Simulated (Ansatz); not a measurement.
# Cu2Te (P6/mmm): cell relaxations under several functionals

Wanted for Cu2Te (P6/mmm): cell relaxations under several functionals.

All numbers are computed with the Python package of Ansatz 0.2.0. The levels of theory stand in the script.

## (1) Starting point

Symmetry: P6/mmm, No. 191, hexagonal system. The conventional cell has a = 4.304 Å, b = 4.304 Å, c = 8.523 Å, α = 90.00°, β = 90.00°, γ = 120.00°. Cu (site symmetry 3m) is surrounded by 4 Cu at 2.48 to 2.59 Å and 3 Te at 2.67 Å. Te (site symmetry 6mm) has 6 Cu at 2.67 Å in its first shell of neighbours.

The script holds or builds the structure itself.

## (2) The script

File run_lattice.py:

```python
"""Relaxed cell of Cu2Te under several functionals."""

import logging
import sys

import ansatz
import numpy as np

logging.basicConfig(stream=sys.stdout, format="[%(levelname)s] %(message)s")
log = logging.getLogger("cu2te")
log.setLevel(logging.INFO)

def edges_and_angles(cell):
    cell = np.asarray(cell)
    a, b, c = np.linalg.norm(cell, axis=1)
    cosines = cell[1] @ cell[2] / (b * c), cell[0] @ cell[2] / (a * c), cell[0] @ cell[1] / (a * b)
    return (a, b, c, *np.degrees(np.arccos(cosines)))


def main() -> None:
    system = (
        ansatz.Lattice.from_parameters(4.304014, 4.304014, 8.523477, alpha=90.0, beta=90.0, gamma=120.0)
        .atom("Cu", (2 / 3, 1 / 3, 0.15195))
        .atom("Cu", (1 / 3, 2 / 3, 0.15195))
        .atom("Cu", (1 / 3, 2 / 3, 0.84805))
        .atom("Cu", (2 / 3, 1 / 3, 0.84805))
        .atom("Te", (0.0, 0.0, 0.26619))
        .atom("Te", (0.0, 0.0, 0.73381))
    )

    calc = (
        system.calculation()
        .basis(470, xc_grid=3)
        .accuracy("medium")
        .kpoints(length=20)
        .scf(tolerance=1e-09)
        .occupations("fermi_dirac", width=20 * ansatz.meV)
        .relax(cell=True, force_tolerance=0.05)
    )

    levels = [("lda", "none"), ("pbesol", "none"), ("blyp", "d3bj")]
    log.info("level            a       b       c    alpha   beta  gamma  V/atom  steps")
    for name, dispersion in levels:
        seen = []
        run = calc.functional(name, dispersion=dispersion).session().plan()
        result = run.execute(on_event=lambda e: seen.append(e) if e["event"] == "relax_step" else None)
        cell = result.lattice.cell_ang
        label = name if dispersion == "none" else f"{name}+{dispersion}"
        print("{:13s} {:7.4f} {:7.4f} {:7.4f} {:6.2f} {:6.2f} {:6.2f}".format(label, *edges_and_angles(cell)), f"{abs(np.linalg.det(cell)) / len(result.lattice.sites):7.3f} {len(seen):5d}")


if __name__ == "__main__":
    main()
```

## (3) Launch

The run is started by

```console
python run_lattice.py
```

Output:

```text
[INFO] level            a       b       c    alpha   beta  gamma  V/atom  steps
DeckWarning: relax.cell: scf.convergence.dr2_threshold = 1e-9 eV is looser than the 6e-10 eV advised for a relaxation that steers and ends on the stress (1e-10 eV for each atom of the cell: 6). What an SCF threshold leaves in a stress goes as its square root, and in the free energy as the threshold itself, and one threshold admits the most on a small cell: of the crystals measured, under no [...]
lda            4.1493  4.1493  8.3868  90.00  90.00 120.00  20.841     7
pbesol         4.2253  4.2253  8.6844  90.00  90.00 120.00  22.379     5
blyp+d3bj      4.2000  4.2000  8.2175  90.00  90.00 120.00  20.922     9
```

(Warnings from the package without file and line, shortened.)

It took 4.2 min on 1 thread of Arm Neoverse N1, shared host; peak memory 0.63 GiB.

## (4) The engine's runs

One row for each of the 3 runs:

```csv
run,functional,dispersion,energy (eV/atom),final volume (Å³/atom),pressure (GPa),SCF cycles in all,CPU time (s)
1,lda,none,-6646.0422,20.84,-0.02,63,78
2,pbesol,none,-6692.8685,22.38,0.00,46,60
3,blyp,d3bj,-6756.0648,20.92,-0.01,88,110
```

Energies are free energies F = E - TS of the smeared occupations. Totals hang on method, basis and potentials, so only like runs compare.

## (5) How the relaxation of run 1 went

The steps of the relaxation:

```
step  E - E(step 1) (eV/cell)  largest force component (eV/Å)  pressure (GPa)  volume (Å³)
   1                   0.0000                          0.4822           -5.58       136.74
   2                  -0.1954                          0.2444           -0.40       130.35
   3                  -0.2189                          0.1329           -0.05       126.80
   4                  -0.2310                          0.0322           -0.07       125.35
   5                  -0.2304                          0.0516            0.16       124.27
   6                  -0.2315                          0.0015           -0.01       125.05
   7                  -0.2293                          0.0017           -0.02       125.05
```

Step 1 is the start. Step 7 repeats the geometry before it on a plane-wave basis chosen anew for that cell, so its energy need not be comparable with the rows above. Step 5 was tried and not accepted.

|  | before | after | change |
| --- | --- | --- | --- |
| a (Å) | 4.304 | 4.149 | -3.6 % |
| b (Å) | 4.304 | 4.149 | -3.6 % |
| c (Å) | 8.523 | 8.387 | -1.6 % |
| volume (Å³/atom) | 22.79 | 20.84 | -8.6 % |
| shortest distance (Å) | 2.485 | 2.396 | -3.6 % |
| space group (0.01 Å) | P6/mmm | P6/mmm | same |

The run keeps the 24 symmetry operations of the start, so it could not have lowered the symmetry.

## (6) Path of the relaxation of run 3

Step by step:

```csv
step,energy from step 1 (eV/cell),largest force component (eV/Å),pressure (GPa),volume (Å³)
1,0.0000,0.2402,-2.19,136.74
2,-0.0753,0.2545,-1.41,126.94
3,0.5236,2.1975,6.77,120.20
4,-0.1043,0.1079,-0.96,127.92
5,-0.1171,0.0588,-0.10,126.20
6,-0.1195,0.0358,-0.12,126.17
7,-0.1202,0.0054,0.04,125.48
8,-0.1203,0.0042,0.00,125.53
9,-0.1184,0.0041,-0.01,125.53
```

Step 1 is the start. Step 9 repeats the geometry before it on a plane-wave basis chosen anew for that cell, so its energy need not be comparable with the rows above. Step 3 was tried and not accepted.

|  | before | after | change |
| --- | --- | --- | --- |
| a (Å) | 4.304 | 4.200 | -2.4 % |
| b (Å) | 4.304 | 4.200 | -2.4 % |
| c (Å) | 8.523 | 8.217 | -3.6 % |
| volume (Å³/atom) | 22.79 | 20.92 | -8.2 % |
| shortest distance (Å) | 2.485 | 2.425 | -2.4 % |
| space group (0.01 Å) | P6/mmm | P6/mmm | same |

Forces and stress were held to the start's 24 operations: a distortion of lower symmetry was not tested.

## (7) Outcome

| quantity | value |
| --- | --- |
| runs compared | 3 |
| relaxed volume | 20.84 (lda) to 22.38 Å³/atom (pbesol) |

**Reading.** From smallest to largest: LDA (20.84 Å³ an atom, -8.6 % against the start), BLYP+D3BJ (20.92 Å³ an atom, -8.2 % against the start) and PBEsol (22.38 Å³ an atom, -1.8 % against the start). The spread is 7.4 % in volume. In run 1, the volume shrank by 8.6 % over 4 moves, and the space group stayed P6/mmm. In run 3, over 6 moves the cell shrank by 8.2 % in volume, and the space group stayed P6/mmm. Reading the output:
- No spin polarisation was allowed.
- BLYP and dispersion corrections can be off by several per cent in the lattices of metals, and by several GPa in the pressure at a fixed cell.
- The mesh is modest for a metal, so energies can be off by several to tens of meV an atom and pressures by half a GPa or more; differences at equal mesh fare better.
- This cell is a computed structure, which may not be the phase found in nature.
